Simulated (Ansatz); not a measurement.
What does this script print? It uses the Python package of Ansatz (0.2.0).

The script, `run_spin.py`:
```python
"""Gap between spin states of BCl2H2N at one geometry."""

import ansatz as az
from ase import Atoms

atoms = Atoms(["N", "B", "Cl", "Cl", "H", "H"], positions=[
    [0.5723, 0.7623, 0.1505],
    [-0.3725, -0.3414, -0.3176],
    [-2.1788, -0.022, -0.7051],
    [0.3951, -2.0269, -0.5333],
    [1.4772, 0.41, 0.3049],
    [0.1489, 1.1541, 1.0544],
])
mol = az.Crystal.molecule_from_ase(atoms)

calc = (
    mol.calculation()
    .basis(gaussian="6-31G*")
    .functional("pbe0", dispersion="d4")
    .accuracy("medium")
)
found = {}
for unpaired in [0, 2]:
    report = calc.spin("collinear", total=unpaired).run().report
    s = unpaired / 2
    found[unpaired] = report["free_energy_ev"]
    print(f"2S+1 = {unpaired + 1}: E = {found[unpaired]:.5f} eV, <S^2> = {abs(report['mean_field']['state']['spin_squared']):.3f} (pure state {s * (s + 1):.2f})")
lowest = min(found, key=found.get)
for unpaired, e in found.items():
    print(f"multiplicity {unpaired + 1}: {96.485332 * (e - found[lowest]):.1f} kJ/mol above the lowest")
```

```console
$ python run_spin.py
2S+1 = 1: E = -27235.11491 eV, <S^2> = 0.000 (pure state 0.00)
2S+1 = 3: E = -27229.95813 eV, <S^2> = 2.008 (pure state 2.00)
multiplicity 1: 0.0 kJ/mol above the lowest
multiplicity 3: 497.6 kJ/mol above the lowest
```

In order: multiplicity 1 (+0.00 eV) and multiplicity 3 (+5.16 eV), all at the one geometry.

Caveats:
- These settings explore the input space; basis and method may be short of convergence.
- The geometry is a force-field or estimated start, not a minimum of this method, and the basis set is short of its limit. All parts are taken at fixed geometry, without zero-point energy.
- Run time: 6.8 s on 1 thread of Intel(R) Xeon(R) Processor @ 2.30GHz (shared host), peak memory 0.29 GiB.
